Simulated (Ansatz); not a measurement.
# Ta: the cost of one run

Computed with Ansatz 0.2.0 (DFT PBEsol, scalar-relativistic, unless a step's input says otherwise).

### 1 Starting point

It takes space group Fm-3m (No. 225, cubic). The conventional cell has a = 4.220 Å, b = 4.220 Å, c = 4.220 Å, α = 90.00°, β = 90.00°, γ = 90.00°. Ta (site symmetry m-3m) is surrounded by 12 Ta at 2.98 Å.

Structure file:

```
Ta
1.0
     0.00000    2.11000    2.11000
     2.11000    0.00000    2.11000
     2.11000    2.11000    0.00000
Ta
1
Direct
  0.00000 0.00000 0.00000
```

### 2 The deformed structure

Space group Fm-3m before, I4/mmm after.

### 3 Full-potential LAPW

File input.yaml:

```yaml
crystal:
  lattice:
    - [0.0, 2.1733, 2.11]
    - [2.1733, 0.0, 2.11]
    - [2.1733, 2.1733, 0.0]
  atoms:
    - { symbol: Ta, position: [0.0, 0.0, 0.0] }
kpoints:
  mp_grid: { grid: [15, 15, 15] }
  band_path:
    path:
      - [0.0, 0.0, 0.0]
      - [0.0, 0.5, 0.5]
      - [0.25, 0.75, 0.5]
      - [0.0, 0.5, 0.0]
      - [0.0, 0.0, 0.0]
      - [0.5, 0.5, 0.0]
      - [0.3826125, 0.6173875, 0.0]
      - [-0.3826125, 0.3826125, 0.0]
      - [0.0, 0.0, 0.0]
    npoints: 5
scf:
  occupations: { method: fermi_dirac, width: 0.08 }
hamiltonian:
  xc: pbesol
  pseudopotentials: { kind: all_electron, lapw: { basis_error: 0.0005 } }
output:
  forces: true
  stress: true
  eigenvalues: true
```

Launch:

```
ansatz run input.yaml --threads 1 --pin off --max-ram 3072MiB --backend cpu --events-out ev --progress --plain --runs-dir out
```

What time and memory should one allow on 1 thread of Intel Xeon Platinum 8488C (Sapphire Rapids), shared host?

About 24 s, with a peak of 0.55 GiB.
